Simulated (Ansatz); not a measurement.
Crystal: NbSi.

```xyz
2
Lattice="0.0000 2.5738 2.5738 2.5738 0.0000 2.5738 2.5738 2.5738 0.0000" Properties=species:S:1:pos:R:3 pbc="T T T"
Nb    0.0000    0.0000    0.0000
Si    2.5738    2.5738    2.5738
```

The cell was built by a generator and needn't be a form met in nature.

| Quantity | Value |
| --- | --- |
| Program | Ansatz 0.2.0 |
| Task | relaxation of cell and atoms |
| Functional | HF |
| Potentials or basis | Ansatz PAW |
| Cutoff | 420 eV (not typed: the program's choice for these potentials) |
| k mesh | 5 × 5 × 5 |
| Occupations | fermi-dirac, width 0.05 eV |
| Spin | no spin polarisation |

At the start: volume 17.05 Å³/atom.

**Question.** How do energy, volume and symmetry change on relaxing?

**Answer.** It ends after 5 steps and the volume is 17.36 Å³/atom (+1.8 %); space group Fm-3m (No. 225, to 0.05 Å).

The path:
| step | energy change (eV) | largest force (eV/Å) | volume (Å³) |
| --- | --- | --- | --- |
| 1 | 0.0000 | 0.0000 | 34.10 |
| 2 | -0.0029 | 0.0000 | 35.15 |
| 3 | -0.0058 | 0.0000 | 34.73 |
| 4 | -0.0058 | 0.0000 | 34.72 |
| 5 | -0.0060 | 0.0000 | 34.72 |

Final structure:
```yaml
crystal:
  lattice:
    - [0.00000, 2.58926, 2.58926]
    - [2.58926, 0.00000, 2.58926]
    - [2.58926, 2.58926, 0.00000]
  atoms:
    - { symbol: Nb, position: [0.00000, 0.00000, 0.00000] }
    - { symbol: Si, position: [0.50000, 0.50000, 0.50000] }
```

Caveat: the k mesh is coarse (spacing up to 0.42 Å⁻¹), so the values aren't converged, least of all with exact exchange; the plane-wave basis is chosen anew once the cell has moved, so the energies of steps on either side of that aren't comparable; the PAW data sets come from PBE, with cores solved anew for the run's functional, which leaves a small shift of forces and pressure.
